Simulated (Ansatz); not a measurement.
# CH₅AlSeSi: a ladder of functionals and wavefunction methods

An exercise on one series of results from a longer session: the logs are not shown, and one member is left open.

The runs use Ansatz 0.2.0, Gaussian basis; functionals in def2-TZVPP, the program's frozen cores in correlated methods.

The runs, in order: PBE-D4, r2SCAN-D4, PBE0-D4, B3LYP-D4, ωB97X-V, ωB97M-V, B2PLYP; CCSD(T)/def2-TZVPP; MP2/def2-QZVPP; extrapolation to the limit.

## The geometry

The geometry comes from an earlier relaxation with PBE0-D4 in a triple-zeta def2 set; it is a stationary point, not always the lowest conformer.

SMILES `[SeH][SiH]1[CH2][AlH]1`, 9 atoms, charge 0, spin multiplicity 1.

Atoms are counted from 1 here; the program's logs count them from 0.

Bond lengths: Se1–Si2 2.285 Å, Se1–H5 1.468 Å, Si2–C3 1.900 Å, Si2–Al4 2.328 Å, Si2–H6 1.489 Å, C3–Al4 1.959 Å, C3–H7 1.089 Å, C3–H8 1.104 Å, Al4–H9 1.583 Å. Angles: Si2–Se1–H5 94.0°, Se1–Si2–C3 122.9°, Se1–Si2–Al4 139.8°, Se1–Si2–H6 103.7°, C3–Si2–Al4 54.1°, C3–Si2–H6 110.0°, Al4–Si2–H6 114.8°, Si2–C3–Al4 74.2°, Si2–C3–H7 123.0°, Si2–C3–H8 109.6°, Al4–C3–H7 136.0°, Al4–C3–H8 100.2°, H7–C3–H8 108.7°, Si2–Al4–C3 51.8°, Si2–Al4–H9 167.0°, C3–Al4–H9 141.2°.

Set-up of the first run:

Contents of in.yaml:

```yaml
crystal:
  periodic: [false, false, false]
  atoms:
    - {symbol: Se, position_ang: [0.216769, 1.253792, -2.481313]}
    - {symbol: Si, position_ang: [0.539969, 0.709974, -0.285553]}
    - {symbol: C, position_ang: [0.319589, -1.055362, 0.382965]}
    - {symbol: Al, position_ang: [-0.688964, 0.104847, 1.596932]}
    - {symbol: H, position_ang: [-1.231491, 1.018881, -2.433844]}
    - {symbol: H, position_ang: [1.919639, 1.193827, -0.001597]}
    - {symbol: H, position_ang: [1.143930, -1.760444, 0.477118]}
    - {symbol: H, position_ang: [-0.511584, -1.552135, -0.148113]}
    - {symbol: H, position_ang: [-1.619356, 0.040421, 2.876206]}
basis:
  gaussian: {orbitals: def2-TZVPP}
hamiltonian: {xc: pbe, dispersion: d4}
output: {forces: true, orbitals: {seedname: orbitals}}
```

Launch:

```bash
> ansatz run in.yaml --threads 4 --pin off --events-out ev --progress --plain --max-ram 10444MiB
```

Steps of the session up to this table: PBE-D4 (GGA); r2SCAN-D4 (meta-GGA); PBE0-D4 (hybrid); B3LYP-D4 (hybrid); ωB97X-V (range-separated); ωB97M-V (range-separated); B2PLYP (double hybrid); CCSD(T) in def2-TZVPP; MP2 in def2-QZVPP.

One of the session's tables, all rows but one given; the rest of the session is left out.

It belongs to the step «Atomisation energies». 

```
            method  atomisation energy (kJ/mol)
            PBE-D4                            ?
         r2SCAN-D4                       2701.6
           PBE0-D4                       2676.4
          B3LYP-D4                       2660.1
           ωB97X-V                       2693.3
           ωB97M-V                       2672.6
            B2PLYP                       2626.2
     HF/def2-TZVPP                       1911.7
    MP2/def2-TZVPP                       2621.6
   CCSD/def2-TZVPP                       2557.0
CCSD(T)/def2-TZVPP                       2602.8
           MP2/CBS                       2703.6
       CCSD(T)/CBS                       2684.9
```

Estimate the missing values for PBE-D4.

The run gave: atomisation energy (kJ/mol): 2706.1. In the column «atomisation energy (kJ/mol)» it is the highest.
